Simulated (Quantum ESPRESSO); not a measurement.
Input of a Quantum ESPRESSO 7.5 run:

pw.in

```
&CONTROL
  calculation = 'vc-relax'
  prefix = 'pwscf'
  outdir = './tmp'
  pseudo_dir = './pseudo'
  tprnfor = .true.
  tstress = .true.
  disk_io = 'low'
  nstep = 40
  forc_conv_thr = 0.0004
  etot_conv_thr = 1d-05
/
&SYSTEM
  ibrav = 0
  nat = 2
  ntyp = 2
  ecutwfc = 45
  ecutrho = 360
  nbnd = 19
  occupations = 'smearing'
  smearing = 'fd'
  degauss = 0.00367493
  vdw_corr = 'grimme-d3'
  dftd3_version = 4
/
&ELECTRONS
  conv_thr = 4d-10
  electron_maxstep = 120
  mixing_beta = 0.5
/
&IONS
  ion_dynamics = 'bfgs'
/
&CELL
  cell_dynamics = 'bfgs'
  press = 0
  press_conv_thr = 0.3
/
ATOMIC_SPECIES
Hf   178.4900 hf_pbe_v1.uspp.F.UPF
Ta   180.9479 ta_pbe_v1.uspp.F.UPF
CELL_PARAMETERS angstrom
   0.0000000000    2.6082596200    2.6082596200
   2.6082596200    0.0000000000    2.6082596200
   2.6082596200    2.6082596200    0.0000000000
ATOMIC_POSITIONS crystal
Hf     0.0000000000    0.0000000000    0.0000000000
Ta     0.5000000000    0.5000000000    0.5000000000
K_POINTS automatic
9 9 9 0 0 0
```

Potentials or basis: GBRV 1.5 PBE.

The run is started by

```console
$ OMP_NUM_THREADS=1 pw.x -in pw.in > pw.out
```

(1) Estimate the space group after relaxing (to 0.05 Å).

(2) Predict the band gap on the k mesh.

(3) Predict the relaxed cell.

Answers

(1) Fm-3m (No. 225).

(2) none (metal or under the smearing width).

(3) a = 3.942 Å, b = 3.942 Å, c = 3.942 Å, α = 60.00°, β = 60.00°, γ = 60.00°.
